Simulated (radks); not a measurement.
# Ionising zirconium step by step, Zr³³⁺ to Zr³⁷⁺

One table from this session's results is given with a row withheld; the runs are named, their logs left out.

The numbers are computed with radks (a radial shooting solver on a logarithmic mesh, Libxc functionals) version 1 (Dirac Kohn-Sham, LDA (Slater exchange, Perdew-Wang correlation), spin-unpolarised, spherical densities, finite nucleus; open shells fill j = l - 1/2 first), except any that are marked as measured or tabulated.

## Starting point

```
element             : zirconium (Z = 40)
charges             : 33 to 37
first configuration : [He] 2s2 2p3
last configuration  : [He] 2s1
```

The first run:

Settings of this run:

```text
Z 40
configuration [He] 2s2 2p3 3s0 3p0
relativity Dirac
functional lda,pw
spin unpolarised
j_filling energy
nucleus finite rms 4.2694 fm
c 137.035999084
```

Among the steps run: Zr³³⁺, [He] 2s2 2p3; Zr³⁴⁺, [He] 2s2 2p2; Zr³⁵⁺, [He] 2s2 2p1; Zr³⁶⁺, [He] 2s2; Zr³⁷⁺, [He] 2s1.

One table of the session follows, with a row left open; its other results are not shown here.

```
species  Δ-SCF (eV)  −ε(HOMO) (eV)
  Zr³³⁺      4292.6         4207.1
  Zr³⁴⁺           ?              ?
  Zr³⁵⁺      4743.8         4654.9
  Zr³⁶⁺      4996.8         4923.8
```

Estimate the missing values for Zr³⁴⁺.

**Answer.** Δ-SCF (eV): 4566.1; −ε(HOMO) (eV): 4477.5. In the column «Δ-SCF (eV)» it lies between Zr³³⁺ (4292.6) and Zr³⁵⁺ (4743.8).

Minus the highest eigenvalue gives 98 to 99 % of the Δ-SCF value along the ladder. Spin polarisation and multiplet splitting are left out, so open shells lie too high by an amount that depends on their filling.
